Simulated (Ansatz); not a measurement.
# GaF3 (SMILES [F][Ga]([F])[F]): a rigid scan of the angle F3–Ga2–F1

How does the energy rise as the angle F3–Ga2–F1 leaves its equilibrium value, and do density functionals follow CCSD(T)? No other atom is relaxed.

Method: single points in def2-TZVPP; program: Ansatz 0.2.0, Gaussian basis.

Levels: PBE-D4, r2SCAN-D4, PBE0-D4, B3LYP-D4, wB97M-V, Hartree-Fock, MP2, CCSD, CCSD(T). The scan takes 90.0, 97.5, 105.0, 112.5, 120.0, 127.5, 135.0, 142.5, 150.0°.

Cores are frozen in the correlated methods. Filled d shells of the heavier atoms are correlated. B3LYP uses VWN-RPA correlation.

28 further runs of the same task are left out: 28 set aside as unsound or not needed.

**1. Starting geometry**

The minimum, relaxed at PBE0-D4: SMILES `[F][Ga]([F])[F]`, 4 atoms, charge 0, spin multiplicity 1.

Atoms are counted from 1 here; the program's logs count them from 0.

Bond lengths: F1–Ga2 1.724 Å, Ga2–F3 1.724 Å, Ga2–F4 1.724 Å. Angles: F1–Ga2–F3 120.0°, F1–Ga2–F4 120.0°, F3–Ga2–F4 120.0°.

Geometry (Å):

```xyz
4
F3Ga
F    -0.0487   -1.6101    0.6459
Ga    0.0138   -0.0150   -0.0052
F     0.9641    1.1958    0.7713
F    -0.8738    0.3691   -1.4324
```

Energies of the minimum (eV), from earlier single points: PBE-D4 -60520.02878, r2SCAN-D4 -60532.04523, PBE0-D4 -60520.92481, B3LYP-D4 -60536.95454, wB97M-V -60530.92560, CCSD(T) -60485.94446.

At the minimum the angle F3–Ga2–F1 is 120.0°.

**2. F3–Ga2–F1 = 90.0°**

ccsdt-tzvpp/in.yaml reads:

```yaml
crystal:
  periodic: [false, false, false]
  atoms:
    - {symbol: F, position_ang: [-0.048673, -1.610127, 0.645938]}
    - {symbol: Ga, position_ang: [0.013827, -0.015025, -0.005201]}
    - {symbol: F, position_ang: [1.074843, 0.462672, 1.266861]}
    - {symbol: F, position_ang: [-0.873768, 0.369056, -1.432440]}
basis:
  gaussian: {orbitals: def2-TZVPP}
correlation: {method: ccsd_t}
```

The command line of these runs was not kept.

Further steps of the session: F3–Ga2–F1 = 97.5°; F3–Ga2–F1 = 105.0°; F3–Ga2–F1 = 112.5°; F3–Ga2–F1 = 120.0°; F3–Ga2–F1 = 127.5°; F3–Ga2–F1 = 135.0°; F3–Ga2–F1 = 142.5°; F3–Ga2–F1 = 150.0°.

Q: Predict the outcome of this session. Wanted: highest point, CCSD(T); lowest point, CCSD(T); minimum along the scan, CCSD(T); RMS deviation from CCSD(T); largest T1 diagnostic.

**Answer**, as computed:

| quantity | value |
| --- | --- |
| highest point, CCSD(T) | 0.605 eV at 150.0° |
| lowest point, CCSD(T) | 0.000 eV at 120.0° |
| minimum along the scan, CCSD(T) | 120.0° |
| curvature there | 1.17 meV/deg² |
| RMS deviation from CCSD(T) | PBE-D4 0.034, r2SCAN-D4 0.026, PBE0-D4 0.017, B3LYP-D4 0.016, wB97M-V 0.017, Hartree-Fock 0.033, MP2 0.001, CCSD 0.006 eV |
| largest T1 diagnostic | 0.015 |

**Reading.** A polynomial through the near points puts the CCSD(T) minimum at the PBE0-D4 value. Curvature against CCSD(T): PBE-D4 -12 %, Hartree-Fock +11 %. MP2 follows the CCSD(T) curve best and PBE-D4 worst.
